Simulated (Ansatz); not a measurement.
# Si (buck sheet): the cost of one run

Method: DFT PBE, scalar-relativistic, plane waves, PAW, in Ansatz 0.2.0.

2 further runs of the same task are left out: 2 set aside as unsound or not needed. Runs told in other sessions of the task aren't counted.

## (1) The system as given

The structure is trigonal, space group P-3m1 (No. 164). The conventional cell has a = 3.869 Å, b = 3.869 Å, c = 24.718 Å, α = 90.00°, β = 90.00°, γ = 120.00°. Si (site symmetry 3m) is surrounded by 3 Si at 2.28 Å.

Coordinates:

```xyz
2
Lattice="3.8688 0.0000 0.0000 -1.9344 3.3505 0.0000 0.0000 0.0000 24.7182" Properties=species:S:1:pos:R:3 pbc="T T T"
Si    0.0000    2.2337    9.0036
Si    1.9344    1.1168    9.4555
```

This sheet was relaxed beforehand with the same method; its gap on the mesh is none (metal).

## (2) Building the zigzag ribbon, N = 4

The ribbon is cut from the relaxed sheet, periodic along c; N counts formula units a period. The edge energy is the mean of both edges over the sheet, -635.1696 eV an atom.

The cell holds 8 Si: a = 20.200 Å, b = 9.800 Å, c = 3.869 Å, α = 90.00°, β = 90.00°, γ = 90.00°.

## (3) The relaxation run

Pressure and volume refer to the whole cell with its vacuum; only the period along c may change.

Input file input.yaml:

```yaml
crystal:
  lattice:
    - [20.2, 0.0, 0.0]
    - [0.0, 9.8, 0.0]
    - [0.0, 0.0, 3.8688112877]
  atoms:
    - { symbol: Si, position: [0.27884562, 0.4769415544, 0.0] }
    - { symbol: Si, position: [0.444711405, 0.4769415544, 0.5] }
    - { symbol: Si, position: [0.61057719, 0.4769415544, 0.0] }
    - { symbol: Si, position: [0.776442975, 0.4769415544, 0.5] }
    - { symbol: Si, position: [0.223557025, 0.5230584456, 0.5] }
    - { symbol: Si, position: [0.38942281, 0.5230584456, 0.0] }
    - { symbol: Si, position: [0.555288595, 0.5230584456, 0.5] }
    - { symbol: Si, position: [0.72115438, 0.5230584456, 0.0] }
basis:
  ecutwfc: 420
kpoints:
  mp_grid: { grid: [1, 1, 23] }
hamiltonian:
  xc: pbe
scf:
  occupations: { method: gaussian, width: 0.05 }
output:
  forces: true
  stress: true
  eigenvalues: true
  populations: true
  write_density: true
  write_potential: true
  elf: true
  volumetric_format: npy
relax:
  adjacent_minimum: "off"
  f_tol: 0.02
  max_steps: 45
  cell: { fix: [a, b, alpha, beta, gamma], stress_tol: 0.03 }
```

On the command line:

```bash
$ ansatz run input.yaml --threads 4 --pin off --max-ram 11264MiB --backend cpu --events-out ev --progress --plain --runs-dir out
```

What time and memory should one allow on 4 threads of Intel Xeon at 2.50GHz (Skylake/Cascade Lake), shared host?

About 3.7 min, with a peak of 1.2 GiB.
